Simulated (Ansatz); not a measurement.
**Sn(CF3)H3 (CH3F3Sn): the relaxed shape and its frontier levels**

What does Sn(CF3)H3 (CH3F3Sn) look like as a singlet, and where do its frontier electrons sit?

The runs use Ansatz 0.2.0, Gaussian basis; RKS PBE0-D4/def2-TZVP.

Levels to be run: relaxation at PBE0-D4/def2-SVP; a search for the lowest solution at PBE0-D4/def2-SVP; a single point at PBE0-D4/def2-TZVP.

1 further run of the same task is left out (it didn't finish). Runs told in other sessions of the task aren't counted.

## 1. The starting structure

8 atoms, charge 0, spin multiplicity 1.

Atoms are counted from 1 here; the program's logs count them from 0.

Bond lengths: Sn1–C2 2.244 Å, Sn1–H6 1.659 Å, Sn1–H7 1.659 Å, Sn1–H8 1.659 Å, C2–F3 1.343 Å, C2–F4 1.343 Å, C2–F5 1.343 Å. Angles: C2–Sn1–H6 106.8°, C2–Sn1–H7 106.9°, C2–Sn1–H8 106.9°, H6–Sn1–H7 112.0°, H6–Sn1–H8 112.0°, H7–Sn1–H8 111.9°, Sn1–C2–F3 112.7°, Sn1–C2–F4 112.7°, Sn1–C2–F5 112.7°, F3–C2–F4 106.0°, F3–C2–F5 106.0°, F4–C2–F5 106.0°.

Sn takes a core potential in the def2 sets. No spin-orbit coupling is included.

The start is a GFN2-xTB geometry.

## 2. Relaxation at PBE0-D4/def2-SVP

Contents of in.yaml:

```yaml
crystal:
  periodic: [false, false, false]
  atoms:
    - {symbol: Sn, position_ang: [-0.002400, 0.003660, -1.136310]}
    - {symbol: C, position_ang: [0.002620, -0.003460, 1.107810]}
    - {symbol: F, position_ang: [-1.227250, 0.134650, 1.629900]}
    - {symbol: F, position_ang: [0.740470, 0.991040, 1.628550]}
    - {symbol: F, position_ang: [0.498360, -1.141150, 1.621800]}
    - {symbol: H, position_ang: [1.584370, -0.015800, -1.620100]}
    - {symbol: H, position_ang: [-0.780100, 1.390110, -1.611820]}
    - {symbol: H, position_ang: [-0.816070, -1.359060, -1.619830]}
basis:
  gaussian: {orbitals: def2-SVP}
hamiltonian: {xc: pbe0, dispersion: d4}
scf: {omitted_lower_state_checks: [starts]}
output: {orbitals: {seedname: orbitals}}
relax: {f_tol: 0.02, max_steps: 100}
```

On the command line:

```console
$ ansatz run in.yaml --threads 4 --pin off --events-out ev --progress --plain --max-ram 3916MiB
```

The runs that follow: Searching for the lowest solution, PBE0-D4/def2-SVP; Single point, PBE0-D4/def2-TZVP.

**Question.** What will the summary of the whole plan be? Wanted: point group; commonest bond, hydrogen aside; HOMO, LUMO at PBE0-D4/def2-TZVP; dipole at PBE0-D4/def2-SVP.

As calculated:

| quantity | value |
| --- | --- |
| point group | C3v |
| commonest bond, hydrogen aside | C–F, 3 of mean length 1.340 Å |
| HOMO, LUMO at PBE0-D4/def2-TZVP | -8.81, -0.25 eV |
| dipole at PBE0-D4/def2-SVP | 2.09 D |

**Reading.** The molecule keeps its bonding pattern by the stored test; the atoms moved 0.07 Å (rms). No usable vibrations, so a minimum isn't proven.
